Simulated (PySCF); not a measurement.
# [Pb(OH)3]+: other functionals and bases at one geometry

One table from this session's results is given with a row withheld; the runs are named, their logs left out.

Method: several levels, as the steps say, no spin–orbit coupling; program: PySCF 2.14.0.

5 further runs of the same task are left out: 2 for a known fault of the program, 1 that didn't finish, 2 set aside as unsound or not needed. Runs told in other sessions of the task aren't counted.

## The starting structure

7 atoms, charge 1, spin multiplicity 1.

Bond lengths: Pb1–O2 2.051 Å, Pb1–O4 2.051 Å, Pb1–O6 2.051 Å, O2–H3 0.980 Å, O4–H5 0.980 Å, O6–H7 0.980 Å. Angles: O2–Pb1–O4 120.0°, O2–Pb1–O6 120.0°, O4–Pb1–O6 120.0°, Pb1–O2–H3 110.2°, Pb1–O4–H5 110.2°, Pb1–O6–H7 110.2°.

Coordinates:

```xyz
7

Pb    0.0000    0.0000    0.0644
O     2.0217   -0.3476    0.0660
H     2.5113    0.5018    0.0654
O    -0.7099    1.9246    0.0660
H    -1.6902    1.9239    0.0654
O    -1.3118   -1.5771    0.0660
H    -0.8211   -2.4257    0.0654
```

Formal oxidation states: Pb +4. An earlier session relaxed this geometry at r2SCAN, Pb def2-SVP with ECP60, O def2-SVP, H def2-SVP (singlet, point group C3h).

At r2SCAN on the finer grid: E = -419.801491 Eh, HOMO -13.62 eV, LUMO -10.94 eV, Mulliken charge on Pb1 +1.26 e, largest force component 0.007 eV/Å. 

Levels to run: TPSSh; PBE; wB97X; HF; r2SCAN, TZVP; r2SCAN, x2c-SVP. Hardware: 2 threads of Arm Neoverse V1, shared host.

Set-up of the first run:

Input file run.py (the lines that set the calculation):

```python
mol = gto.M(atom='''
Pb     0.00000     0.00000     0.06445
O      2.02174    -0.34755     0.06599
H      2.51127     0.50178     0.06545
O     -0.70989     1.92465     0.06599
H     -1.69019     1.92393     0.06545
O     -1.31185    -1.57710     0.06599
H     -0.82108    -2.42572     0.06545''',
    basis={'Pb': 'def2-SVP', 'O': 'def2-SVP', 'H': 'def2-SVP'},
    ecp={'Pb': 'def2-SVP'},
    charge=1, spin=0)
mf = dft.RKS(mol, xc='TPSSH')
mf.grids.atom_grid = (75, 302)
mf = mf.density_fit()  # fitting sets: Pb def2-universal-JKFIT, O def2-universal-JKFIT, H def2-universal-JKFIT
mf.conv_tol = 1e-08; mf.max_cycle = 55
mf.kernel(dm0)  # dm0: the density of the relaxed state
```

Command:

```console
$ OMP_NUM_THREADS=2 python run.py
```

Among the steps run: TPSSh; PBE; wB97X; HF; r2SCAN, TZVP; r2SCAN, x2c-SVP.

One table of the session follows, with a row left open; its other results are not shown here.

| level | HOMO (eV) | gap (eV) | charge on Pb1 (e) | largest force component (eV/Å) |
| --- | --- | --- | --- | --- |
| r2SCAN (relaxed here) | -13.62 | 2.68 | 1.26 | 0.01 |
| TPSSh | -14.01 | 3.46 | 1.25 | 0.12 |
| PBE | -13.14 | 2.20 | 1.14 | 0.48 |
| wB97X | ? | ? | ? | ? |
| HF | -19.02 | 12.55 | 1.67 | 1.72 |
| r2SCAN, TZVP | -13.77 | 2.73 | 1.36 | 0.54 |
| r2SCAN, x2c-SVP | -13.62 | 2.63 | 1.31 | 0.34 |

**Question.** Estimate the row for wB97X.

As computed: HOMO (eV): -17.51; gap (eV): 9.40; charge on Pb1 (e): 1.30; largest force component (eV/Å): 0.72. In the column «HOMO (eV)» it lies between HF (-19.02) and TPSSh (-14.01).

In one basis the HOMO–LUMO gap runs from 2.20 eV (PBE) to 12.55 eV (HF). The largest leftover force, 1.72 eV/Å with HF, stands at a geometry relaxed at another level. Total energies of different levels can't be compared.
